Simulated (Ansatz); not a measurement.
# Al: the cost of one run

Program: Ansatz 0.2.0. Level of theory: DFT r2SCAN, scalar-relativistic, plane waves, PAW. These are calculated values, not measurements.

This is Al in the hcp structure; at room conditions it is fcc.

### 1 The system as given

Symmetry: P6_3/mmc, No. 194, hexagonal system. Conventional cell: a = 2.812 Å, b = 2.812 Å, c = 4.867 Å, α = 90.00°, β = 90.00°, γ = 120.00°. Al (site symmetry -6m2) is surrounded by 12 Al at 2.81 to 2.93 Å.

Structure file:

```cif
data_structure
_symmetry_space_group_name_H-M 'P6_3/mmc'
_symmetry_Int_Tables_number 194
_cell_length_a 2.8125
_cell_length_b 2.8125
_cell_length_c 4.8669
_cell_angle_alpha 90.000
_cell_angle_beta 90.000
_cell_angle_gamma 120.000
_cell_volume 33.34
loop_
_atom_site_label
_atom_site_type_symbol
_atom_site_symmetry_multiplicity
_atom_site_Wyckoff_symbol
_atom_site_fract_x
_atom_site_fract_y
_atom_site_fract_z
_atom_site_occupancy
Al1 Al 2 c 0.66667 0.33333 0.75000 1
```

The structure comes from the Materials Project (structure only).

(A quick probe on a coarse mesh, which set the mesh and smearing, is not shown.)

### 3 Relaxing cell and atoms

Contents of input.yaml:

```yaml
crystal:
  lattice:
    - [2.8124553515, 0.0, 0.0]
    - [-1.4062276757, 2.4356577814, 0.0]
    - [0.0, 0.0, 4.86685]
  atoms:
    - { symbol: Al, position: [0.66666667, 0.33333333, 0.75] }
    - { symbol: Al, position: [0.33333333, 0.66666667, 0.25] }
basis:
  ecutwfc: 500
kpoints:
  mp_grid: { grid: [18, 18, 10] }
hamiltonian:
  xc: r2scan
scf:
  occupations: { method: gaussian, width: 0.1 }
output:
  forces: true
  stress: true
  eigenvalues: true
relax:
  adjacent_minimum: "off"
  f_tol: 0.005
  max_steps: 80
  cell: { stress_tol: 0.05 }
```

Command:

```
> ansatz run input.yaml --threads 1 --pin off --max-ram 2560MiB --backend cpu --events-out ev --progress --plain --runs-dir out
```

Q: Estimate wall time and peak memory on 1 thread of AMD EPYC 7R43 (Zen 3), shared host.

About 47 s, with a peak of 0.52 GiB.
